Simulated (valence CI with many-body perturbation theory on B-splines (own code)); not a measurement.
**Sr¹⁵⁺: settings changed one run at a time**

Aim: see how the low levels and the ionisation energy of Sr¹⁵⁺ respond to changed settings, and what each run costs. A reference run comes first.

Program: an in-house CI+MBPT code version 3. Level of theory: configuration interaction of the valence electrons, many-body perturbation theory for a frozen closed Dirac-Fock core, no-pair Dirac Hamiltonian, B-spline basis. These are calculated values, not measurements, unless marked.

## Step 1: What is computed

```
element                                      : strontium (Z = 38, A = 88)
charge                                       : +15
frozen core                                  : [Ar]
start configuration of the valence electrons : 3d5
nuclear rms radius                           : 4.2240 fm
```

## Step 2: The reference run

Settings, as recorded:

```ini
atom Sr  Z=38  mass_number=88  rms_radius_fm=4.2240
core [Ar]
valence 3d5
avg = 1
basis = S
breit = 1
cap = 10000
capref = 1200
cscale = 1
de = 0.0
dress = 0
eps = 2e-08
h = 0.27
hh = 1
l2 = 3
lcore = 6
maxit = 60
n2 = 5
natural = 1
nlev = 20
nno = [3, 3, 3, 3, 1]
nroot = 26
nsp = [3, 3, 2, 2, 0]
pt2 = 1
qed = 1
rpa = 1
s1 = 1
s2 = 1
s3 = 1
screen = 1
tol = 2e-05
```

Started as:

```console
$ python run_cv.py task.json out
```

task.json holds these settings and those of the later runs, which follow in the same process.

Standard output:

```text
rmax 7.2 intervals 61 orbitals 40 references ['3d5', '3d4 4s', '3d4 4p'] scf 6
2J=0 par=0 roots 2 ref 17 generators 4 cand 1145/2051 P 524/999 nnz 0 it 0
2J=0 par=0 roots 2 ref 17 generators 8 cand 2477/5679 P 1212/2454 nnz 0 it 6
   second order: generators 17 cand 4583/10969 e2 -0.00003 -0.00002
2J=2 par=0 roots 2 ref 36 generators 4 cand 1965/10325 P 191/1000 nnz 0 it 0
2J=2 par=0 roots 2 ref 36 generators 9 cand 3251/19482 P 1011/4992 nnz 4.9e+06 it 5
   second order: generators 19 cand 4419/29544 e2 -0.00009 -0.00005
2J=4 par=0 roots 2 ref 51 generators 4 cand 1218/7716 P 140/992 nnz 0 it 0
2J=4 par=0 roots 2 ref 51 generators 9 cand 4022/35403 P 753/5000 nnz 5.7e+06 it 9
   second order: generators 18 cand 4709/44024 e2 -0.00035 -0.00017
reference levels 556, estimated 31, window 145513 1/cm; series limit 3219413, core excitation 903398
2J=5 par=0 roots 7 ref 81 generators 5 cand 1420/16544 P 258/3576 nnz 2.9e+06 it 7
2J=5 par=0 roots 7 ref 81 generators 5 cand 1359/15536 P 772/9994 nnz 2.1e+07 it 9
   second order: generators 10 cand 5310/139275 e2 -0.00150 -0.00056
2J=7 par=0 roots 6 ref 72 generators 3 cand 1415/16826 P 200/3567 nnz 3.3e+06 it 8
2J=7 par=0 roots 6 ref 72 generators 3 cand 1370/15818 P 671/9999 nnz 2.3e+07 it 8
   second order: generators 14 cand 11880/418830 e2 -0.00132 -0.00099
2J=11 par=0 roots 3 ref 35 generators 3 cand 1199/10559 P 273/3488 nnz 3.1e+06 it 5
2J=11 par=0 roots 3 ref 35 generators 3 cand 1127/9573 P 978/9997 nnz 2.2e+07 it 8
   second order: generators 11 cand 9213/312842 e2 -0.00017 -0.00013
2J=9 par=0 roots 4 ref 56 generators 3 cand 1347/14460 P 222/3570 nnz 3.4e+06 it 5
2J=9 par=0 roots 4 ref 56 generators 3 cand 1290/13446 P 759/9998 nnz 2.3e+07 it 7
   second order: generators 11 cand 9493/333269 e2 -0.00078 -0.00056
2J=3 par=0 roots 5 ref 67 generators 3 cand 1422/12857 P 270/3589 nnz 3.3e+06 it 5
2J=3 par=0 roots 5 ref 67 generators 3 cand 1351/11835 P 953/9997 nnz 2.1e+07 it 8
   second order: generators 11 cand 9716/225665 e2 -0.00044 -0.00033
2J=1 par=0 roots 3 ref 39 generators 3 cand 1215/6099 P 501/3552 nnz 3e+06 it 5
2J=1 par=0 roots 3 ref 39 generators 3 cand 1058/5086 P 1379/8060 nnz 1.3e+07 it 8
   second order: generators 10 cand 7359/99595 e2 -0.00011 -0.00007
2J=13 par=0 roots 1 ref 18 generators 1 cand 858/6193 P 391/3504 nnz 3.7e+06 it 4
2J=13 par=0 roots 1 ref 18 generators 1 cand 725/5193 P 889/7429 nnz 1.4e+07 it 5
   second order: generators 3 cand 3626/80298 e2 -0.00005 -0.00005
left out: unestimated 218472, estimated 163676, shifts from estimates -327 to 158
```

Run time: 1.9 min. Hardware: 1 thread of AMD EPYC (Zen 3), shared host; peak memory 0.73 GiB.

In the log, the blocks before «reference levels» are the next ion; each later block is one J and parity (par 1 is odd): roots sought, reference size, generators, candidates and the variational space P (configurations/state functions), Hamiltonian entries, Davidson iterations; e2 is the second-order remainder in hartree. Σ1, Σ2 and Σ3 are the one-, two- and three-electron terms by which the core's correlation enters. In the settings nsp and nno count spectroscopic and correlating orbitals by l, and s1, s2, s3 switch or scale the Σ terms.

Levels from the run's result record, above the lowest; ° marks odd parity; each level is named by its leading configuration and LS term. The first 10 of 26 are listed.

```
#        level  configuration weight  term weight  energy (cm⁻¹)      g  lifetime (s)
0   3d5 ⁶S 5/2                  1.00         0.97            0.0  1.988             -
1   3d5 ⁴G 5/2                  1.00         0.69          79474  0.781      9.84e-03
2  3d5 ⁴G 11/2                  1.00         0.96          82590  1.263             -
3   3d5 ⁴G 7/2                  1.00         0.92          82774  1.002      6.81e-01
4   3d5 ⁴G 9/2                  1.00         0.97          84076  1.170      4.87e+00
5   3d5 ⁴P 5/2                  1.00         0.45          86145  1.300      2.21e-03
6   3d5 ⁴P 3/2                  1.00         0.62          88769  1.515      2.55e-03
7   3d5 ⁴P 1/2                  1.00         0.78          92772  2.113      3.11e-01
8   3d5 ⁴D 7/2                  1.00         0.91         100430  1.399      1.87e-02
9   3d5 ⁴D 1/2                  1.00         0.80         106204  0.539      1.16e-02
```

## Step 3: Changed: core shells from n = 2; averaged references off

The settings differ from step 2 so:

```diff
@@ -3,3 +3,3 @@
 valence 3d5
-avg = 1
+avg = 0
 basis = S
@@ -22,2 +22,3 @@
 nroot = 26
+ns = 2
 nsp = [3, 3, 2, 2, 0]
```

Standard output:

```text
rmax 7.2 intervals 61 orbitals 40 references ['3d5'] scf 6
2J=0 par=0 roots 2 ref 17 generators 7 cand 2637/5877 P 533/1000 nnz 0 it 0
2J=0 par=0 roots 2 ref 17 generators 11 cand 3489/8392 P 1307/2738 nnz 1e+06 it 5
   second order: generators 21 cand 5273/12670 e2 -0.00004 -0.00002
2J=2 par=0 roots 2 ref 36 generators 6 cand 2711/15933 P 197/999 nnz 0 it 0
2J=2 par=0 roots 2 ref 36 generators 14 cand 3933/24624 P 978/4994 nnz 4.6e+06 it 6
   second order: generators 19 cand 4452/29542 e2 -0.00014 -0.00007
2J=4 par=0 roots 2 ref 51 generators 7 cand 2742/22669 P 146/995 nnz 0 it 0
2J=4 par=0 roots 2 ref 51 generators 12 cand 4016/35400 P 750/4995 nnz 5.6e+06 it 7
   second order: generators 21 cand 4712/44029 e2 -0.00046 -0.00023
reference levels 556, estimated 31, window 145388 1/cm; series limit 3218543, core excitation 901203
2J=5 par=0 roots 7 ref 81 generators 5 cand 1422/16537 P 269/3603 nnz 3e+06 it 8
2J=5 par=0 roots 7 ref 81 generators 10 cand 3634/76567 P 794/9987 nnz 2.1e+07 it 9
   second order: generators 24 cand 7729/209934 e2 -0.00135 -0.00059
2J=7 par=0 roots 6 ref 72 generators 3 cand 1412/16815 P 206/3550 nnz 3.4e+06 it 9
2J=7 par=0 roots 6 ref 72 generators 8 cand 4366/107499 P 685/9991 nnz 2.3e+07 it 9
   second order: generators 26 cand 13096/427291 e2 -0.00128 -0.00097
2J=11 par=0 roots 3 ref 35 generators 3 cand 1193/10546 P 280/3506 nnz 3.1e+06 it 5
2J=11 par=0 roots 3 ref 35 generators 6 cand 3021/59870 P 949/9987 nnz 2.2e+07 it 7
   second order: generators 21 cand 10123/289291 e2 -0.00029 -0.00025
2J=9 par=0 roots 4 ref 56 generators 3 cand 1335/14466 P 242/3567 nnz 3.3e+06 it 7
2J=9 par=0 roots 4 ref 56 generators 8 cand 4259/96966 P 772/9999 nnz 2.3e+07 it 7
   second order: generators 26 cand 13550/474377 e2 -0.00082 -0.00065
2J=3 par=0 roots 5 ref 67 generators 3 cand 1412/12866 P 286/3573 nnz 3.3e+06 it 6
2J=3 par=0 roots 5 ref 67 generators 6 cand 3621/60430 P 946/10000 nnz 2.1e+07 it 9
   second order: generators 23 cand 11316/270876 e2 -0.00056 -0.00047
2J=1 par=0 roots 3 ref 39 generators 3 cand 1199/6099 P 539/3549 nnz 2.9e+06 it 5
2J=1 par=0 roots 3 ref 39 generators 7 cand 3306/32084 P 1501/9907 nnz 1.5e+07 it 7
   second order: generators 20 cand 9604/121099 e2 -0.00013 -0.00010
2J=13 par=0 roots 1 ref 18 generators 1 cand 849/6179 P 404/3509 nnz 3.6e+06 it 4
2J=13 par=0 roots 1 ref 18 generators 4 cand 3613/55090 P 940/8183 nnz 1.4e+07 it 5
   second order: generators 11 cand 8649/174269 e2 -0.00009 -0.00009
left out: unestimated 218256, estimated 163740, shifts from estimates -329 to 166
```

Run time: 2 min. Hardware: 1 thread of AMD EPYC (Zen 3), shared host; peak memory 0.81 GiB.

Shifts against the reference run (cm⁻¹), for levels that keep their label and place:

| level | energy (cm⁻¹) | shift |
| --- | --- | --- |
| 3d5 ⁴G 5/2 | 79422 | -52 |
| 3d5 ⁴G 11/2 | 82601 | +11.1 |
| 3d5 ⁴G 7/2 | 82735 | -39 |
| 3d5 ⁴G 9/2 | 84039 | -37 |
| 3d5 ⁴P 5/2 | 86080 | -65 |
| 3d5 ⁴P 3/2 | 88696 | -73 |
| 3d5 ⁴P 1/2 | 92695 | -76 |
| 3d5 ⁴D 7/2 | 100369 | -61 |

The ionisation energy moves by +0.00479 eV.

## Step 4: Changed: factor on the speed of light 10; QED terms off; Davidson tolerance 0.001

The settings differ from step 3 so:

```diff
@@ -3,3 +3,3 @@
 valence 3d5
-avg = 0
+avg = 1
 basis = S
@@ -8,3 +8,3 @@
 capref = 1200
-cscale = 1
+cscale = 10
 de = 0.0
@@ -22,6 +22,5 @@
 nroot = 26
-ns = 2
 nsp = [3, 3, 2, 2, 0]
 pt2 = 1
-qed = 1
+qed = 0
 rpa = 1
@@ -31,2 +30,2 @@
 screen = 1
-tol = 2e-05
+tol = 0.001
```

Standard output:

```text
rmax 7.2 intervals 61 orbitals 40 references ['3d5', '3d4 4s', '3d4 4p'] scf 5
2J=0 par=0 roots 2 ref 17 generators 5 cand 1527/2912 P 520/1000 nnz 0 it 0
2J=0 par=0 roots 2 ref 17 generators 12 cand 3826/9113 P 1354/2835 nnz 1.1e+06 it 4
   second order: generators 19 cand 4441/10588 e2 -0.00002 -0.00001
2J=2 par=0 roots 2 ref 36 generators 3 cand 1187/5370 P 193/996 nnz 0 it 0
2J=2 par=0 roots 2 ref 36 generators 9 cand 3249/19486 P 1007/4992 nnz 4.9e+06 it 5
   second order: generators 19 cand 5013/31758 e2 -0.00008 -0.00005
2J=4 par=0 roots 2 ref 51 generators 4 cand 1218/7716 P 133/991 nnz 0 it 0
2J=4 par=0 roots 2 ref 51 generators 11 cand 4029/35404 P 713/4993 nnz 5.9e+06 it 6
   second order: generators 23 cand 5362/47111 e2 -0.00034 -0.00020
reference levels 556, estimated 31, window 137901 1/cm; series limit 3248996, core excitation 894659
2J=5 par=0 roots 8 ref 81 generators 5 cand 1420/16549 P 259/3588 nnz 2.9e+06 it 2
2J=5 par=0 roots 8 ref 81 generators 5 cand 1358/15524 P 774/9989 nnz 2.1e+07 it 7
   second order: generators 11 cand 6328/168547 e2 -0.00157 -0.00056
2J=9 par=0 roots 3 ref 56 generators 3 cand 1346/14477 P 226/3516 nnz 3.4e+06 it 3
2J=9 par=0 roots 3 ref 56 generators 3 cand 1286/13500 P 751/9999 nnz 2.3e+07 it 7
   second order: generators 5 cand 4183/125366 e2 -0.00081 -0.00056
2J=7 par=0 roots 5 ref 72 generators 3 cand 1416/16839 P 201/3535 nnz 3.3e+06 it 2
2J=7 par=0 roots 5 ref 72 generators 3 cand 1369/15850 P 665/9999 nnz 2.3e+07 it 6
   second order: generators 8 cand 5368/146564 e2 -0.00149 -0.00099
2J=11 par=0 roots 3 ref 35 generators 3 cand 1196/10538 P 278/3508 nnz 3.1e+06 it 2
2J=11 par=0 roots 3 ref 35 generators 3 cand 1122/9553 P 974/9998 nnz 2.3e+07 it 6
   second order: generators 3 cand 426/3063 e2 -0.00011 -0.00009
2J=1 par=0 roots 3 ref 39 generators 3 cand 1214/6102 P 500/3549 nnz 3e+06 it 2
2J=1 par=0 roots 3 ref 39 generators 3 cand 1059/5089 P 1381/8080 nnz 1.3e+07 it 4
   second order: generators 10 cand 7357/99575 e2 -0.00011 -0.00007
2J=3 par=0 roots 5 ref 67 generators 3 cand 1426/12865 P 272/3581 nnz 3.3e+06 it 2
2J=3 par=0 roots 5 ref 67 generators 3 cand 1349/11843 P 950/9992 nnz 2.1e+07 it 6
   second order: generators 7 cand 5811/125536 e2 -0.00046 -0.00032
2J=13 par=0 roots 1 ref 18 generators 1 cand 859/6179 P 388/3524 nnz 3.8e+06 it 2
2J=13 par=0 roots 1 ref 18 generators 1 cand 728/5173 P 891/7465 nnz 1.4e+07 it 3
   second order: generators 3 cand 3624/80262 e2 -0.00005 -0.00005
left out: unestimated 215658, estimated 148649, shifts from estimates -387 to 122
```

It took 1.9 min on 1 thread of AMD EPYC (Zen 3), shared host; peak memory 0.81 GiB.

Shifts against the reference run (cm⁻¹), for levels that keep their label and place:

| level | energy (cm⁻¹) | shift |
| --- | --- | --- |
| 3d5 ⁴G 11/2 | 83588 | +998 |
| 3d5 ⁴G 9/2 | 83810 | -266 |
| 3d5 ⁴G 5/2 | 83861 | +4387 |
| 3d5 ⁴G 7/2 | 83861 | +1087 |
| 3d5 ⁴P 1/2 | 94058 | +1286 |
| 3d5 ⁴P 3/2 | 94225 | +5456 |
| 3d5 ⁴P 5/2 | 94246 | +8101 |
| 3d5 ⁴D 1/2 | 100691 | -5512 |

The ionisation energy moves by +3.51 eV. This setting alters the physics, so the run describes no real ion even though it converged.

## Step 5: Changed: three-electron term off; scale of Σ1 0

The settings differ from step 4 so:

```diff
@@ -8,3 +8,3 @@
 capref = 1200
-cscale = 10
+cscale = 1
 de = 0.0
@@ -24,8 +24,8 @@
 pt2 = 1
-qed = 0
+qed = 1
 rpa = 1
-s1 = 1
+s1 = 0
 s2 = 1
-s3 = 1
+s3 = 0
 screen = 1
-tol = 0.001
+tol = 2e-05
```

Standard output:

```text
rmax 7.2 intervals 61 orbitals 40 references ['3d5', '3d4 4s', '3d4 4p'] scf 6
2J=0 par=0 roots 2 ref 17 generators 4 cand 1145/2051 P 523/998 nnz 0 it 0
2J=0 par=0 roots 2 ref 17 generators 7 cand 2127/4896 P 1159/2292 nnz 0 it 6
   second order: generators 17 cand 4636/11131 e2 -0.00004 -0.00002
2J=2 par=0 roots 2 ref 36 generators 3 cand 1187/5370 P 191/1000 nnz 0 it 0
2J=2 par=0 roots 2 ref 36 generators 9 cand 3251/19482 P 1019/4997 nnz 4.9e+06 it 5
   second order: generators 18 cand 4411/29539 e2 -0.00007 -0.00004
2J=4 par=0 roots 2 ref 51 generators 4 cand 1218/7716 P 140/997 nnz 0 it 0
2J=4 par=0 roots 2 ref 51 generators 7 cand 2618/21723 P 753/4998 nnz 5.8e+06 it 9
   second order: generators 16 cand 4709/44026 e2 -0.00032 -0.00015
reference levels 556, estimated 31, window 146688 1/cm; series limit 3201283, core excitation 903398
2J=5 par=0 roots 7 ref 81 generators 5 cand 1422/16535 P 258/3601 nnz 2.9e+06 it 5
2J=5 par=0 roots 7 ref 81 generators 5 cand 1359/15511 P 776/9998 nnz 2.1e+07 it 9
   second order: generators 9 cand 4934/136737 e2 -0.00148 -0.00054
2J=7 par=0 roots 6 ref 72 generators 3 cand 1419/16824 P 203/3577 nnz 3.3e+06 it 8
2J=7 par=0 roots 6 ref 72 generators 3 cand 1367/15808 P 674/9995 nnz 2.3e+07 it 8
   second order: generators 12 cand 7685/262053 e2 -0.00129 -0.00096
2J=11 par=0 roots 3 ref 35 generators 3 cand 1200/10529 P 274/3544 nnz 3.2e+06 it 5
2J=11 par=0 roots 3 ref 35 generators 3 cand 1126/9517 P 975/9997 nnz 2.2e+07 it 8
   second order: generators 11 cand 8474/290827 e2 -0.00016 -0.00012
2J=9 par=0 roots 4 ref 56 generators 3 cand 1345/14468 P 223/3559 nnz 3.4e+06 it 5
2J=9 par=0 roots 4 ref 56 generators 3 cand 1289/13457 P 759/9995 nnz 2.3e+07 it 7
   second order: generators 13 cand 7529/251087 e2 -0.00075 -0.00053
2J=3 par=0 roots 5 ref 67 generators 3 cand 1424/12860 P 271/3581 nnz 3.2e+06 it 5
2J=3 par=0 roots 5 ref 67 generators 3 cand 1350/11843 P 953/9987 nnz 2.1e+07 it 8
   second order: generators 14 cand 8059/200183 e2 -0.00043 -0.00032
2J=1 par=0 roots 3 ref 39 generators 3 cand 1216/6101 P 500/3545 nnz 3e+06 it 6
2J=1 par=0 roots 3 ref 39 generators 3 cand 1059/5093 P 1377/8056 nnz 1.3e+07 it 8
   second order: generators 9 cand 5614/68970 e2 -0.00009 -0.00005
2J=13 par=0 roots 1 ref 18 generators 1 cand 859/6198 P 391/3494 nnz 3.7e+06 it 4
2J=13 par=0 roots 1 ref 18 generators 1 cand 725/5203 P 889/7427 nnz 1.4e+07 it 5
   second order: generators 3 cand 3626/80300 e2 -0.00005 -0.00005
left out: unestimated 218272, estimated 165962, shifts from estimates -9 to 160
```

Wall time 1.9 min (1 thread of AMD EPYC (Zen 3), shared host); peak memory 0.81 GiB.

Shifts against the reference run (cm⁻¹), for levels that keep their label and place:

| level | energy (cm⁻¹) | shift |
| --- | --- | --- |
| 3d5 ⁴G 5/2 | 80522 | +1048 |
| 3d5 ⁴G 7/2 | 83471 | +697 |
| 3d5 ⁴G 11/2 | 83505 | +914 |
| 3d5 ⁴G 9/2 | 84676 | +600 |
| 3d5 ⁴P 5/2 | 87320 | +1174 |
| 3d5 ⁴P 3/2 | 89966 | +1197 |
| 3d5 ⁴P 1/2 | 94207 | +1435 |
| 3d5 ⁴D 7/2 | 100581 | +151 |

The ionisation energy moves by -2.26 eV.

## Step 6: Changed: factor on the speed of light 0.9

The settings differ from step 5 so:

```diff
@@ -8,3 +8,3 @@
 capref = 1200
-cscale = 1
+cscale = 0.9
 de = 0.0
@@ -26,5 +26,5 @@
 rpa = 1
-s1 = 0
+s1 = 1
 s2 = 1
-s3 = 0
+s3 = 1
 screen = 1
```

Standard output:

```text
rmax 7.2 intervals 61 orbitals 40 references ['3d5', '3d4 4s', '3d4 4p'] scf 6
2J=0 par=0 roots 2 ref 17 generators 5 cand 1527/2912 P 522/997 nnz 0 it 0
2J=0 par=0 roots 2 ref 17 generators 8 cand 2479/5681 P 1188/2403 nnz 0 it 6
   second order: generators 17 cand 4607/11020 e2 -0.00003 -0.00002
2J=2 par=0 roots 2 ref 36 generators 4 cand 1965/10325 P 192/1000 nnz 0 it 0
2J=2 par=0 roots 2 ref 36 generators 10 cand 3938/23814 P 1011/4993 nnz 4.8e+06 it 5
   second order: generators 19 cand 4419/29543 e2 -0.00009 -0.00005
2J=4 par=0 roots 2 ref 51 generators 4 cand 1218/7716 P 141/993 nnz 0 it 0
2J=4 par=0 roots 2 ref 51 generators 9 cand 4021/35402 P 760/4996 nnz 5.7e+06 it 9
   second order: generators 16 cand 4702/44028 e2 -0.00034 -0.00018
reference levels 556, estimated 31, window 148040 1/cm; series limit 3211189, core excitation 905437
2J=5 par=0 roots 7 ref 81 generators 5 cand 1421/16542 P 259/3594 nnz 2.9e+06 it 8
2J=5 par=0 roots 7 ref 81 generators 5 cand 1358/15518 P 772/9998 nnz 2.1e+07 it 9
   second order: generators 10 cand 5310/139271 e2 -0.00152 -0.00055
2J=7 par=0 roots 6 ref 72 generators 3 cand 1415/16826 P 200/3573 nnz 3.3e+06 it 5
2J=7 par=0 roots 6 ref 72 generators 3 cand 1370/15812 P 672/9989 nnz 2.3e+07 it 9
   second order: generators 13 cand 10260/326424 e2 -0.00131 -0.00097
2J=11 par=0 roots 3 ref 35 generators 3 cand 1199/10526 P 275/3539 nnz 3.2e+06 it 5
2J=11 par=0 roots 3 ref 35 generators 3 cand 1125/9522 P 977/9997 nnz 2.2e+07 it 7
   second order: generators 13 cand 11037/387049 e2 -0.00017 -0.00014
2J=9 par=0 roots 4 ref 56 generators 3 cand 1348/14489 P 220/3500 nnz 3.2e+06 it 5
2J=9 par=0 roots 4 ref 56 generators 3 cand 1292/13516 P 755/9984 nnz 2.3e+07 it 8
   second order: generators 12 cand 10400/359450 e2 -0.00079 -0.00056
2J=3 par=0 roots 5 ref 67 generators 3 cand 1424/12864 P 269/3580 nnz 3.3e+06 it 5
2J=3 par=0 roots 5 ref 67 generators 3 cand 1352/11844 P 952/9993 nnz 2.1e+07 it 7
   second order: generators 11 cand 9717/225669 e2 -0.00044 -0.00033
2J=1 par=0 roots 3 ref 39 generators 3 cand 1218/6112 P 498/3529 nnz 3e+06 it 5
2J=1 par=0 roots 3 ref 39 generators 3 cand 1061/5109 P 1383/8087 nnz 1.3e+07 it 8
   second order: generators 10 cand 7355/99568 e2 -0.00011 -0.00007
2J=13 par=0 roots 1 ref 18 generators 1 cand 858/6212 P 388/3473 nnz 3.6e+06 it 4
2J=13 par=0 roots 1 ref 18 generators 1 cand 728/5224 P 888/7420 nnz 1.4e+07 it 5
   second order: generators 3 cand 3627/80307 e2 -0.00005 -0.00005
left out: unestimated 220108, estimated 169452, shifts from estimates -318 to 155
```

Run time: 2.1 min. Hardware: 1 thread of AMD EPYC (Zen 3), shared host; peak memory 0.81 GiB.

Shifts against the reference run (cm⁻¹), for levels that keep their label and place:

| level | energy (cm⁻¹) | shift |
| --- | --- | --- |
| 3d5 ⁴G 5/2 | 76409 | -3065 |
| 3d5 ⁴G 7/2 | 82269 | -505 |
| 3d5 ⁴G 11/2 | 82433 | -157 |
| 3d5 ⁴G 9/2 | 84409 | +332 |
| 3d5 ⁴P 3/2 | 87322 | -1447 |
| 3d5 ⁴P 1/2 | 92577 | -194 |
| 3d5 ⁴D 7/2 | 100784 | +354 |
| 3d5 ⁴D 5/2 | 108201 | +1176 |

The ionisation energy moves by -0.983 eV. This setting alters the physics, so the run describes no real ion even though it converged.

## Step 7: All runs together

| run | outcome | ionisation energy (eV) | its shift (eV) | mean size of level shifts (cm⁻¹) | time |
| --- | --- | --- | --- | --- | --- |
| reference | converged | 561.239 | 0 | 0 | 1.9 min |
| core shells from n = 2; averaged references off | converged | 561.244 | +0.00479 | 53 | 2 min |
| factor on the speed of light 10; QED terms off; Davidson tolerance 0.001 | converged, model only | 564.750 | +3.51 | 3879 | 1.9 min |
| three-electron term off; scale of Σ1 0 | converged | 558.978 | -2.26 | 854 | 1.9 min |
| factor on the speed of light 0.9 | converged, model only | 560.256 | -0.983 | 904 | 2.1 min |
| NIST (tabulated theoretical) | - | 562 | - | - | - |

What this shows: The ionisation energy reacts most to «factor on the speed of light 10; QED terms off; Davidson tolerance 0.001» (+3.51 eV) and least to «core shells from n = 2; averaged references off» (+0.00479 eV). The reference run itself stands -0.761 eV from the NIST entry (uncertainty 3 eV). Cautions: intervals between levels of different J carry noise of about a tenth of the second-order remainder, tens of cm⁻¹ or more; by estimate terms of an open d or f shell hold to a few per cent; only levels of one parity were solved.
